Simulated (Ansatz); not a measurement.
**FH3OSn: a ladder of functionals and wavefunction methods**

The task here is to estimate one member of a computed series from the others.

Program: Ansatz 0.2.0, Gaussian basis. Level of theory: functionals in def2-TZVPP, the program's frozen cores in correlated methods. These are calculated values, not measurements.

Levels to be run: LDA (SPW92), PBE-D4, revPBE-D4, BLYP-D4, r2SCAN-D4, B97M-V, PBE0-D4, B3LYP-D4, r2SCANh-D4, r2SCAN0-D4, HSE06-D4, BHLYP-D4, CAM-B3LYP-D4, LC-ωPBE, ωB97X-V, ωB97M-V, B2PLYP, PBE-QIDH; CCSD(T)/def2-SVP; CCSD(T)/def2-TZVPP; MP2/def2-QZVPP; extrapolation to the limit; RPA on PBE.

**The geometry**

The geometry comes from an earlier relaxation with PBE0-D4 in a triple-zeta def2 set; it is a stationary point. Sn takes the def2 core potential; no spin-orbit term is included.

SMILES `[OH][SnH2][F]`, 6 atoms, charge 0, spin multiplicity 1.

Atoms are counted from 1 here; the program's logs count them from 0.

Bond lengths: O1–Sn2 1.948 Å, O1–H4 0.960 Å, Sn2–F3 1.922 Å, Sn2–H5 1.701 Å, Sn2–H6 1.692 Å. Angles: Sn2–O1–H4 114.0°, O1–Sn2–F3 105.3°, O1–Sn2–H5 111.8°, O1–Sn2–H6 106.0°, F3–Sn2–H5 104.3°, F3–Sn2–H6 107.5°, H5–Sn2–H6 120.8°.

The first run:

Contents of in.yaml:

```yaml
crystal:
  periodic: [false, false, false]
  atoms:
    - {symbol: O, position_ang: [-1.414368, -0.332996, -0.424974]}
    - {symbol: Sn, position_ang: [0.302304, 0.255856, 0.283655]}
    - {symbol: F, position_ang: [1.409127, -1.315052, 0.302142]}
    - {symbol: H, position_ang: [-1.368562, -0.685698, -1.316739]}
    - {symbol: H, position_ang: [1.096130, 1.317147, -0.782063]}
    - {symbol: H, position_ang: [0.017468, 0.696742, 1.891879]}
basis:
  gaussian: {orbitals: def2-TZVPP}
hamiltonian: {xc: lda}
output: {orbitals: {seedname: orbitals}}
```

Steps of the session up to this table: LDA; PBE-D4 (GGA); revPBE-D4 (GGA); BLYP-D4 (GGA); r2SCAN-D4 (meta-GGA); B97M-V (meta-GGA); PBE0-D4 (hybrid); B3LYP-D4 (hybrid); r2SCANh-D4 (hybrid); r2SCAN0-D4 (hybrid); HSE06-D4 (hybrid); BHLYP-D4 (hybrid); CAM-B3LYP-D4 (range-separated); LC-ωPBE-D4 (range-separated; the results give it without D4); ωB97X-V (range-separated); ωB97M-V (range-separated); B2PLYP (double hybrid); PBE-QIDH (double hybrid).

One of the session's tables, all rows but one given; the rest of the session is left out.

It belongs to the step «Orbital energies across the functionals». 

```
  functional  HOMO (eV)  gap (eV)
 LDA (SPW92)      -7.48      5.64
      PBE-D4      -7.30      5.69
   revPBE-D4      -7.23      5.71
     BLYP-D4      -7.21      5.59
   r2SCAN-D4          ?         ?
      B97M-V      -7.80      6.40
     PBE0-D4      -8.97      8.32
    B3LYP-D4      -8.72      7.70
  r2SCANh-D4      -8.31      7.40
  r2SCAN0-D4      -9.24      8.84
    HSE06-D4      -8.56      7.54
    BHLYP-D4     -10.53     10.68
CAM-B3LYP-D4     -10.45     10.70
     LC-ωPBE     -11.81     13.31
     ωB97X-V     -11.47     12.81
     ωB97M-V     -11.37     12.36
```

Estimate the missing values for r2SCAN-D4.

Worked estimate for «HOMO (eV)». Against the share of exact exchange, r2SCANh-D4 (0.1, -8.31), r2SCAN0-D4 (0.25, -9.24) give a slope of -6.20 per unit share; at 0 the line stands at -7.69.

As computed: HOMO (eV): -7.68; gap (eV): 6.43. In «HOMO (eV)» the line misses by -0.01.
